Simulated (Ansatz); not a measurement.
# H2SeS: functionals against CCSD(T) at one geometry

The task here is to estimate one member of a computed series from the others.

Method: single points in def2-TZVPP; program: Ansatz 0.2.0, Gaussian basis.

Cores are frozen in the correlated methods. Filled d shells of the heavier atoms are correlated.

## The starting structure

SMILES `S[SeH]`, 4 atoms, charge 0, spin multiplicity 1.

Atoms are counted from 1 here; the program's logs count them from 0.

Bond lengths: S1–Se2 2.237 Å, S1–H3 1.391 Å, Se2–H4 1.466 Å. Angles: Se2–S1–H3 93.0°, S1–Se2–H4 102.8°.

Geometry (Å):

```xyz
4
H2SSe
S    -0.3089   -0.9886    0.6983
Se   -0.5861    0.6052   -0.8462
H     0.9294   -1.3671    0.1914
H    -0.1204    1.8120   -0.1557
```

The first run:

Contents of run/in.yaml:

```yaml
crystal:
  periodic: [false, false, false]
  atoms:
    - {symbol: S, position_ang: [-0.308900, -0.988600, 0.698300]}
    - {symbol: Se, position_ang: [-0.586100, 0.605200, -0.846200]}
    - {symbol: H, position_ang: [0.929400, -1.367100, 0.191400]}
    - {symbol: H, position_ang: [-0.120400, 1.812000, -0.155700]}
basis:
  gaussian: {orbitals: def2-TZVPP}
correlation: {method: ccsd_t}
output: {forces: true}
```

No record of the launch command was kept for these runs.

Among the steps run: CCSD(T)/def2-TZVPP; PBE0-D4/def2-TZVPP; wB97M-V/def2-TZVPP; r2SCAN-D4/def2-TZVPP; PBE-D4/def2-TZVPP; r2SCAN0-D4/def2-TZVPP; revPBE-D4/def2-TZVPP.

One table of the session follows, with a row left open; its other results are not shown here.

```
    method  RMS force component (eV/Å)  angle to CCSD(T) forces (°)  dipole (D)
   CCSD(T)                       0.566                    reference        1.00
   PBE0-D4                       0.582                         12.6        1.04
   wB97M-V                       0.593                          7.7        1.00
 r2SCAN-D4                       0.548                         10.1        1.04
    PBE-D4                       0.483                         25.2        0.99
r2SCAN0-D4                           ?                            ?           ?
 revPBE-D4                       0.480                         26.9        0.97
```

**Question.** Estimate the row for r2SCAN0-D4.

The run gave: RMS force component (eV/Å): 0.642; angle to CCSD(T) forces (°): 12.1; dipole (D): 1.07. In the column «RMS force component (eV/Å)» it is the highest.
